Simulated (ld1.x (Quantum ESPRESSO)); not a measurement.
# A TM potential for germanium, from input to tests

Aim: build the potential from the settings below, then test how well it stands in for the atom: other configurations, scattering, ghost states and the plane-wave cutoff that it needs.

The numbers are computed with ld1.x (Quantum ESPRESSO) 7.5 (PBE, scalar-relativistic, spin-unpolarised reference atom).

**1. Starting point**

The settings as typed:

```
element                 : germanium (Ge, Z = 32)
type                    : norm-conserving Troullier–Martins (Kleinman–Bylander form)
frozen core             : [Ar] 3d10
valence charge          : 4
reference configuration : 4s2 4p2
partial waves           : 4s (bound): rc 1.36 bohr; 4p (bound): rc 1.30 bohr
local potential         : all-electron potential smoothed inside 1.36 bohr (lloc = -1)
core correction         : not asked for
```

**2. Generation**

Input file Ge.in:

```
 &input
   title='Ge', zed=32., rel=1, dft='PBE', iswitch=3,
   config='[Ar] 3d10 4s2 4p2',
   nld=2, rlderiv=1.50, eminld=-3.0, emaxld=5.0, deld=0.02
 /
 &inputp
   pseudotype=2, tm=.true., lloc=-1, rcloc=1.36,
   nlcc=.false.,
   file_pseudopw='Ge.UPF', file_wfcaegen='ae.wfc', file_wfcncgen='nc.wfc', file_beta='beta', file_chi='chi'
 /
2
4S  1  0   2.00   0.00  1.36  1.36  0.0
4P  2  1   2.00   0.00  1.30  1.30  0.0
 &test
   configts(1)='4s2 4p2'
 /
```

Launch:

```
$ ld1.x < Ge.in > Ge.out
```

What the program wrote to Ge.out (without the banner and most projector matrices):

```text
     Program LD1 v.7.5
     --------------------------- All-electron run ----------------------------

     Ge
     scalar relativistic calculation

     atomic number is 32.00
     dft =PBE   lsd =0 sic =0 latt =0  beta=0.20 tr2=1.0E-14
     Exchange-correlation= PBE
                           (   1   4   3   4   0   0   0)
     mesh =1207 r(mesh) = 100.41023 a.u. xmin = -7.00 dx = 0.01250
     1 Ry =  13.60569312 eV, c = 137.03599908

     n l     nl                  e(Ry)          e(Ha)          e(eV)
     1 0     1S 1( 2.00)      -805.6314      -402.8157    -10961.1741
     2 0     2S 1( 2.00)      -100.8250       -50.4125     -1371.7939
     2 1     2P 1( 6.00)       -88.1036       -44.0518     -1198.7111
     3 0     3S 1( 2.00)       -12.3839        -6.1919      -168.4909
     3 1     3P 1( 6.00)        -8.4979        -4.2490      -115.6205
     3 2     3D 1(10.00)        -2.1543        -1.0772       -29.3109
     4 0     4S 1( 2.00)        -0.8622        -0.4311       -11.7311
     4 1     4P 1( 2.00)        -0.2863        -0.1431        -3.8953

     final scf error:  3.0E-15 reached in  36 iterations

     Etot =   -4197.669992 Ry,   -2098.834996 Ha,  -57112.209742 eV

     Ekin =    4273.695468 Ry,    2136.847734 Ha,   58146.589038 eV
     Encl =  -10116.689522 Ry,   -5058.344761 Ha, -137644.573051 eV
     Eh   =    1804.321722 Ry,     902.160861 Ha,   24549.047641 eV
     Exc  =    -158.997660 Ry,     -79.498830 Ha,   -2163.273369 eV

     normalization and overlap integrals

     s(1S/1S) =  1.000000  <r> =   0.0470  <r2> =    0.0030  r(max) =   0.0309
     s(2S/2S) =  1.000000  <r> =   0.2100  <r2> =    0.0520  r(max) =   0.1754
     s(2P/2P) =  1.000000  <r> =   0.1837  <r2> =    0.0414  r(max) =   0.1418
     s(3S/3S) =  1.000000  <r> =   0.6242  <r2> =    0.4495  r(max) =   0.5402
     s(3P/3P) =  1.000000  <r> =   0.6470  <r2> =    0.4929  r(max) =   0.5402
     s(3D/3D) =  1.000000  <r> =   0.7365  <r2> =    0.6969  r(max) =   0.5012
     s(4S/4S) =  1.000000  <r> =   2.1162  <r2> =    5.1841  r(max) =   1.7494
     s(4P/4P) =  1.000000  <r> =   2.8993  <r2> =   10.0650  r(max) =   2.2184

     ------------------------ End of All-electron run ------------------------

     --------------------- Generating NC pseudopotential ---------------------

      Generating local potential from pseudized AE potential:
      Matching radius rcloc =   1.3600

      Local pseudo, rcloc= 1.362 Estimated cut-off energy=    13.26 Ry

      Wfc   4S  rcut= 1.362  Using Troullier-Martins method

      Wfc   4P  rcut= 1.296  Using Troullier-Martins method

     ------------------- End of pseudopotential generation -------------------

     [... the all-electron block is printed once more ...]


     Computing logarithmic derivative in   1.49636
     Computing logarithmic derivative in   1.49636
     Computing the partial wave expansion
     R is outside the sphere for l=    0 j= 0.00
     R is outside the sphere for l=    1 j= 0.00

     ---------------------- Testing the pseudopotential ----------------------

     Ge
     scalar relativistic calculation

     atomic number is 32.00   valence charge is  4.00
     dft =PBE   lsd =0 sic =0 latt =0  beta=0.20 tr2=1.0E-14
     mesh =1207 r(mesh) = 100.41023 xmin = -7.00 dx = 0.01250

     n l     nl             e AE (Ry)        e PS (Ry)    De AE-PS (Ry)
     1 0     4S   1( 2.00)       -0.86222       -0.86222       -0.00000
     2 1     4P   1( 2.00)       -0.28630       -0.28628       -0.00001

     eps = 9.6E-16  iter = 15

     Etot =   -4197.669992 Ry,   -2098.834996 Ha,  -57112.209742 eV
     Etotps =    -7.549795 Ry,      -3.774898 Ha,    -102.720195 eV

     Ekin =       2.933878 Ry,       1.466939 Ha,      39.917440 eV
     Encl =     -16.311037 Ry,      -8.155519 Ha,    -221.922965 eV
     Ehrt =       5.821010 Ry,       2.910505 Ha,      79.198874 eV
     Ecxc =      -1.960169 Ry,      -0.980085 Ha,     -26.669462 eV
     Epseu=       1.966524 Ry,       0.983262 Ha,      26.755918 eV

     ---------------------- End of pseudopotential test ----------------------
```

It took 2 s on 1 thread of Neoverse-N1, shared host. This counts the later configuration tests of the new file too.

All-electron and pseudo partial waves u(r) = r·R(r), from the program's wave files:

| r (bohr) | 4s AE | 4s PS |
| --- | --- | --- |
| 0.068 | 0.0347 | 0.0240 |
| 0.136 | 0.2120 | 0.0478 |
| 0.204 | 0.1239 | 0.0713 |
| 0.272 | -0.0639 | 0.0942 |
| 0.340 | -0.2284 | 0.1165 |
| 0.408 | -0.3236 | 0.1383 |
| 0.476 | -0.3467 | 0.1596 |
| 0.544 | -0.3121 | 0.1812 |
| 0.612 | -0.2381 | 0.2035 |
| 0.680 | -0.1407 | 0.2278 |
| 0.748 | -0.0323 | 0.2552 |
| 0.816 | 0.0782 | 0.2871 |
| 0.884 | 0.1851 | 0.3246 |
| 0.952 | 0.2847 | 0.3684 |
| 1.020 | 0.3749 | 0.4183 |
| 1.088 | 0.4547 | 0.4730 |
| 1.156 | 0.5237 | 0.5293 |
| 1.224 | 0.5823 | 0.5833 |
| 1.292 | 0.6310 | 0.6311 |
| 1.360 | 0.6705 | 0.6705 |
| 1.428 | 0.7016 | 0.7016 |
| 1.496 | 0.7250 | 0.7250 |
| 1.564 | 0.7417 | 0.7417 |
| 1.632 | 0.7522 | 0.7522 |
| 1.700 | 0.7574 | 0.7574 |
| 1.768 | 0.7580 | 0.7580 |

**3. Configuration tests**

Input file Ge.test.in:

```
 &input
   title='Ge', zed=32., rel=1, dft='PBE', iswitch=2,
   config='[Ar] 3d10 4s2 4p2'
 /
 &test
   file_pseudo='Ge.UPF', nconf=8,
   configts(1)='4s2 4p2',
   configts(2)='4s2 4p1',
   configts(3)='4s2 4p0',
   configts(4)='4s1 4p0',
   configts(5)='4s2 4p2.3',
   configts(6)='4s2 4p1.5',
   configts(7)='4s1 4p3',
   configts(8)='4s1 4p2'
 /
```

Launch:

```
$ ld1.x < Ge.test.in > Ge.test.out
```

Ge.test.out, the pseudopotential blocks:

```text
     ---------------------- Testing the pseudopotential ----------------------

     Ge
     scalar relativistic calculation

     atomic number is 32.00   valence charge is  4.00
     dft =PBE   lsd =0 sic =0 latt =0  beta=0.20 tr2=1.0E-14
     mesh =1207 r(mesh) = 100.41023 xmin = -7.00 dx = 0.01250

     n l     nl             e AE (Ry)        e PS (Ry)    De AE-PS (Ry)
     1 0     4S   1( 2.00)       -0.86222       -0.86222       -0.00000
     2 1     4P   1( 2.00)       -0.28630       -0.28628       -0.00001

     eps = 8.7E-15  iter =  6

     Etot =   -4197.669992 Ry,   -2098.834996 Ha,  -57112.209742 eV
     Etotps =    -7.549795 Ry,      -3.774897 Ha,    -102.720194 eV

     Ekin =       2.933878 Ry,       1.466939 Ha,      39.917441 eV
     Encl =     -16.311037 Ry,      -8.155518 Ha,    -221.922963 eV
     Ehrt =       5.821010 Ry,       2.910505 Ha,      79.198873 eV
     Ecxc =      -1.960169 Ry,      -0.980085 Ha,     -26.669462 eV
     Epseu=       1.966524 Ry,       0.983262 Ha,      26.755917 eV

     ---------------------- End of pseudopotential test ----------------------

     ---------------------- Testing the pseudopotential ----------------------

     Ge
     scalar relativistic calculation

     atomic number is 32.00   valence charge is  4.00
     dft =PBE   lsd =0 sic =0 latt =0  beta=0.20 tr2=1.0E-14
     mesh =1207 r(mesh) = 100.41023 xmin = -7.00 dx = 0.01250

     n l     nl             e AE (Ry)        e PS (Ry)    De AE-PS (Ry)
     1 0     4S   1( 2.00)       -1.45956       -1.45827       -0.00130
     2 1     4P   1( 1.00)       -0.82628       -0.82473       -0.00155

     eps = 7.1E-15  iter = 49

     Etot =   -4197.122869 Ry,   -2098.561434 Ha,  -57104.765750 eV
     Etotps =    -7.003125 Ry,      -3.501562 Ha,     -95.282364 eV
     dEtot_ae =       0.547123 Ry
     dEtot_ps =       0.546670 Ry,   Delta E=       0.000453 Ry

     Ekin =       2.364681 Ry,       1.182340 Ha,      32.173119 eV
     Encl =     -13.743883 Ry,      -6.871942 Ha,    -186.995058 eV
     Ehrt =       3.700273 Ry,       1.850136 Ha,      50.344778 eV
     Ecxc =      -1.522058 Ry,      -0.761029 Ha,     -20.708658 eV
     Epseu=       2.197863 Ry,       1.098932 Ha,      29.903455 eV

     ---------------------- End of pseudopotential test ----------------------

     ---------------------- Testing the pseudopotential ----------------------

     Ge
     scalar relativistic calculation

     atomic number is 32.00   valence charge is  4.00
     dft =PBE   lsd =0 sic =0 latt =0  beta=0.20 tr2=1.0E-14
     mesh =1207 r(mesh) = 100.41023 xmin = -7.00 dx = 0.01250

     n l     nl             e AE (Ry)        e PS (Ry)    De AE-PS (Ry)
     1 0     4S   1( 2.00)       -2.14976       -2.13253       -0.01723  !
     2 1     4P   1( 0.00)       -1.45571       -1.44005       -0.01566  !

     eps = 8.1E-15  iter = 29

     Etot =   -4195.988126 Ry,   -2097.994063 Ha,  -57089.326796 eV
     Etotps =    -5.874212 Ry,      -2.937106 Ha,     -79.922723 eV
     dEtot_ae =       1.681865 Ry
     dEtot_ps =       1.675583 Ry,   Delta E=       0.006282 Ry

     Ekin =       1.444057 Ry,       0.722028 Ha,      19.647396 eV
     Encl =     -11.187136 Ry,      -5.593568 Ha,    -152.208737 eV
     Ehrt =       1.904498 Ry,       0.952249 Ha,      25.912013 eV
     Ecxc =      -1.036557 Ry,      -0.518279 Ha,     -14.103081 eV
     Epseu=       3.000927 Ry,       1.500463 Ha,      40.829686 eV

     ---------------------- End of pseudopotential test ----------------------

     ---------------------- Testing the pseudopotential ----------------------

     Ge
     scalar relativistic calculation

     atomic number is 32.00   valence charge is  4.00
     dft =PBE   lsd =0 sic =0 latt =0  beta=0.20 tr2=1.0E-14
     mesh =1207 r(mesh) = 100.41023 xmin = -7.00 dx = 0.01250

     n l     nl             e AE (Ry)        e PS (Ry)    De AE-PS (Ry)
     1 0     4S   1( 1.00)       -2.97339       -2.89000       -0.08340  !
     2 1     4P   1( 0.00)       -2.20993       -2.12048       -0.08945  !

     eps = 4.8E-15  iter = 36

     Etot =   -4193.431031 Ry,   -2096.715516 Ha,  -57054.535744 eV
     Etotps =    -3.364157 Ry,      -1.682078 Ha,     -45.771685 eV
     dEtot_ae =       4.238961 Ry
     dEtot_ps =       4.185638 Ry,   Delta E=       0.053322 Ry

     Ekin =       1.921925 Ry,       0.960963 Ha,      26.149127 eV
     Encl =      -8.665811 Ry,      -4.332905 Ha,    -117.904361 eV
     Ehrt =       0.634538 Ry,       0.317269 Ha,       8.633327 eV
     Ecxc =      -0.587331 Ry,      -0.293666 Ha,      -7.991049 eV
     Epseu=       3.332522 Ry,       1.666261 Ha,      45.341270 eV

     ---------------------- End of pseudopotential test ----------------------

     ---------------------- Testing the pseudopotential ----------------------

     Ge
     scalar relativistic calculation

     atomic number is 32.00   valence charge is  4.00
     dft =PBE   lsd =0 sic =0 latt =0  beta=0.20 tr2=1.0E-14
     mesh =1207 r(mesh) = 100.41023 xmin = -7.00 dx = 0.01250

     n l     nl             e AE (Ry)        e PS (Ry)    De AE-PS (Ry)
     1 0     4S   1( 2.00)       -0.70960       -0.70964        0.00005
     2 1     4P   1( 2.30)       -0.14906       -0.14916        0.00010

     eps = 4.7E-15  iter = 32

     Etot =   -4197.734933 Ry,   -2098.867466 Ha,  -57113.093307 eV
     Etotps =    -7.614754 Ry,      -3.807377 Ha,    -103.604011 eV
     dEtot_ae =      -0.064941 Ry
     dEtot_ps =      -0.064959 Ry,   Delta E=       0.000019 Ry

     Ekin =       3.017751 Ry,       1.508875 Ha,      41.058593 eV
     Encl =     -16.948812 Ry,      -8.474406 Ha,    -230.600332 eV
     Ehrt =       6.452786 Ry,       3.226393 Ha,      87.794632 eV
     Ecxc =      -2.067487 Ry,      -1.033743 Ha,     -28.129593 eV
     Epseu=       1.931007 Ry,       0.965504 Ha,      26.272690 eV

     ---------------------- End of pseudopotential test ----------------------

     ---------------------- Testing the pseudopotential ----------------------

     Ge
     scalar relativistic calculation

     atomic number is 32.00   valence charge is  4.00
     dft =PBE   lsd =0 sic =0 latt =0  beta=0.20 tr2=1.0E-14
     mesh =1207 r(mesh) = 100.41023 xmin = -7.00 dx = 0.01250

     n l     nl             e AE (Ry)        e PS (Ry)    De AE-PS (Ry)
     1 0     4S   1( 2.00)       -1.14653       -1.14627       -0.00026
     2 1     4P   1( 1.50)       -0.54268       -0.54227       -0.00041

     eps = 7.4E-15  iter = 44

     Etot =   -4197.464058 Ry,   -2098.732029 Ha,  -57109.407861 eV
     Etotps =    -7.343922 Ry,      -3.671961 Ha,     -99.919144 eV
     dEtot_ae =       0.205934 Ry
     dEtot_ps =       0.205873 Ry,   Delta E=       0.000061 Ry

     Ekin =       2.705882 Ry,       1.352941 Ha,      36.815398 eV
     Encl =     -15.092853 Ry,      -7.546426 Ha,    -205.348723 eV
     Ehrt =       4.744610 Ry,       2.372305 Ha,      64.553714 eV
     Ecxc =      -1.753197 Ry,      -0.876599 Ha,     -23.853463 eV
     Epseu=       2.051636 Ry,       1.025818 Ha,      27.913931 eV

     ---------------------- End of pseudopotential test ----------------------

     ---------------------- Testing the pseudopotential ----------------------

     Ge
     scalar relativistic calculation

     atomic number is 32.00   valence charge is  4.00
     dft =PBE   lsd =0 sic =0 latt =0  beta=0.20 tr2=1.0E-14
     mesh =1207 r(mesh) = 100.41023 xmin = -7.00 dx = 0.01250

     n l     nl             e AE (Ry)        e PS (Ry)    De AE-PS (Ry)
     1 0     4S   1( 1.00)       -0.93246       -0.92648       -0.00598  !
     2 1     4P   1( 3.00)       -0.33685       -0.33659       -0.00026

     eps = 1.1E-15  iter = 37

     Etot =   -4197.084042 Ry,   -2098.542021 Ha,  -57104.237489 eV
     Etotps =    -6.966730 Ry,      -3.483365 Ha,     -94.787194 eV
     dEtot_ae =       0.585950 Ry
     dEtot_ps =       0.583065 Ry,   Delta E=       0.002885 Ry

     Ekin =       3.505071 Ry,       1.752536 Ha,      47.688925 eV
     Encl =     -15.738159 Ry,      -7.869080 Ha,    -214.128567 eV
     Ehrt =       5.576127 Ry,       2.788064 Ha,      75.867076 eV
     Ecxc =      -1.884046 Ry,      -0.942023 Ha,     -25.633750 eV
     Epseu=       1.574276 Ry,       0.787138 Ha,      21.419123 eV

     ---------------------- End of pseudopotential test ----------------------

     ---------------------- Testing the pseudopotential ----------------------

     Ge
     scalar relativistic calculation

     atomic number is 32.00   valence charge is  4.00
     dft =PBE   lsd =0 sic =0 latt =0  beta=0.20 tr2=1.0E-14
     mesh =1207 r(mesh) = 100.41023 xmin = -7.00 dx = 0.01250

     n l     nl             e AE (Ry)        e PS (Ry)    De AE-PS (Ry)
     1 0     4S   1( 1.00)       -1.53157       -1.52335       -0.00823  !
     2 1     4P   1( 2.00)       -0.88375       -0.88180       -0.00195

     eps = 1.4E-16  iter = 24

     Etot =   -4196.482228 Ry,   -2098.241114 Ha,  -57096.049396 eV
     Etotps =    -6.365714 Ry,      -3.182857 Ha,     -86.609956 eV
     dEtot_ae =       1.187763 Ry
     dEtot_ps =       1.184081 Ry,   Delta E=       0.003683 Ry

     Ekin =       3.037792 Ry,       1.518896 Ha,      41.331263 eV
     Encl =     -13.189495 Ry,      -6.594747 Ha,    -179.452220 eV
     Ehrt =       3.493217 Ry,       1.746609 Ha,      47.527642 eV
     Ecxc =      -1.442772 Ry,      -0.721386 Ha,     -19.629908 eV
     Epseu=       1.735543 Ry,       0.867772 Ha,      23.613267 eV

     ---------------------- End of pseudopotential test ----------------------
```

Excitation and ionisation energies from 4s2 4p2, with the error of the potential.

| valence configuration | charge | ΔE all-electron (eV) | error AE − PS (meV) |
| --- | --- | --- | --- |
| 4s2 4p1 | +1 | 7.444 | +6.2 |
| 4s2 4p0 | +2 | 22.883 | +85 |
| 4s1 4p0 | +3 | 57.674 | +725 |
| 4s2 4p2.3 | -0.3 | -0.884 | +0.3 |
| 4s2 4p1.5 | +0.5 | 2.802 | +0.8 |
| 4s1 4p3 | 0 | 7.972 | +39 |
| 4s1 4p2 | +1 | 16.160 | +50 |

**4. Does it scatter like the atom?**

Taken from the files of the generation run. The phase is arctan(r·u′/u) with u = r·R, unwrapped, with energies in Ry. A pole is an energy at which the radial function vanishes at the test radius. The pseudo phase is shifted by a multiple of π to meet the all-electron one at the reference energy. Levels narrower than the energy grid can be missing from the poles. The last column is the largest difference on the grid between −1 and +1 Ry.

```tsv
channel	radius (bohr)	reference (Ry)	poles AE	poles PS	window around the reference with phases within 0.05 rad (Ry)	largest difference near zero (rad)
s	1.50	-0.86	none	-0.13	below -0.4	2.921
p	1.50	-0.29	none	3.63	below 0.8	0.050
```

Phases (rad) along the scan:

| E (Ry) | s AE | s PS | p AE | p PS |
| --- | --- | --- | --- | --- |
| -3.00 | 1.058 | 1.037 | 1.204 | 1.183 |
| -2.52 | 0.996 | 0.977 | 1.174 | 1.157 |
| -2.04 | 0.915 | 0.899 | 1.139 | 1.125 |
| -1.56 | 0.805 | 0.795 | 1.095 | 1.086 |
| -1.08 | 0.653 | 0.651 | 1.041 | 1.036 |
| -0.60 | 0.439 | 0.431 | 0.972 | 0.971 |
| -0.12 | 0.151 | -1.897 | 0.880 | 0.879 |
| 0.36 | -0.190 | -3.089 | 0.755 | 0.745 |
| 0.84 | -0.516 | -3.437 | 0.580 | 0.530 |
| 1.32 | -0.776 | -3.727 | 0.338 | 0.170 |
| 1.80 | -0.964 | -3.949 | 0.026 | -0.362 |
| 2.28 | -1.098 | -4.112 | -0.315 | -0.878 |
| 2.76 | -1.196 | -4.232 | -0.617 | -1.224 |
| 3.24 | -1.269 | -4.322 | -0.846 | -1.442 |
| 3.72 | -1.326 | -4.392 | -1.011 | -1.598 |
| 4.20 | -1.371 | -4.447 | -1.129 | -1.726 |
| 4.68 | -1.408 | -4.491 | -1.217 | -1.847 |

**5. Plane-wave convergence, by spherical Bessel functions**

This step uses the generator's waves and projectors in a separate script. Basis: spherical Bessel functions vanishing at 20 bohr, q² up to the cutoff; potential fixed at the reference.

All-electron valence levels (Ry): 4s -0.8622, 4p -0.2863. The lowest levels of each channel (Ry) by cutoff; the last column sums, over occupied levels, occupation times the distance from the level at 400 Ry. A positive value at high cutoff is not a bound level.

| cutoff (Ry) | s #1 | p #1 | d #1 | f #1 | Σ f·Δε (mRy) |
| --- | --- | --- | --- | --- | --- |
| 8 | -0.8148 | -0.1807 | 0.0522 | 0.1080 | 310.1 |
| 21 | -0.8556 | -0.2099 | 0.0511 | 0.1080 | 169.9 |
| 40 | -0.8608 | -0.2284 | 0.0509 | 0.1080 | 122.7 |
| 70 | -0.8625 | -0.2801 | 0.0509 | 0.1080 | 15.8 |
| 80 | -0.8630 | -0.2838 | 0.0509 | 0.1080 | 7.4 |
| 110 | -0.8633 | -0.2856 | 0.0509 | 0.1080 | 3.3 |
| 160 | -0.8636 | -0.2867 | 0.0509 | 0.1080 | 0.6 |
| 200 | -0.8636 | -0.2868 | 0.0509 | 0.1080 | 0.3 |
| 400 | -0.8636 | -0.2869 | 0.0509 | 0.1080 | 0.0 |

The sum stays within 10 mRy from 80 Ry and within 1 mRy from 160 Ry. The sum leaves out empty levels, which can need more. Ghost test: no level below the all-electron spectrum of its channel (s, p, d, f tested).

**6. What came out**

```
                                                quantity                                                                     value
               cutoffs for 10 and 1 mRy, occupied levels                                                          80 Ry and 160 Ry
                                            bound ghosts  none below the valence levels; a pole at negative energy in s is suspect
                            largest test error (AE − PS)                                                     +725 meV, for 4s1 4p0
largest phase difference near zero energy, channels read                                                                 2.921 rad
```

What this shows: By total energies transferability is poor: the largest error is 725 meV on 57.7 eV, for 4s1 4p0. That test lies far up in energy; among those under 40 eV, nearer to bonding, the largest error is 85 meV. By its cutoff, 80 Ry for the looser tolerance, it is hard. The slowest occupied level is 4p: taken alone it needs 140 Ry to come within 1 mRy, against 80 Ry for 4s. The ghost test, which looks below the valence levels, finds nothing, but the pseudo curve has an extra pole at negative energy (s at -0.13 Ry): a spurious bound state among the atom's levels is likely, and the file can't be cleared. Of the channels read, s scatters worst near zero energy, by up to 2.92 rad. A step near π is an extra or missing state, not a misfit of shape. The pseudo curves have a pole with no partner nearby in the atom's: s at -0.13 Ry.
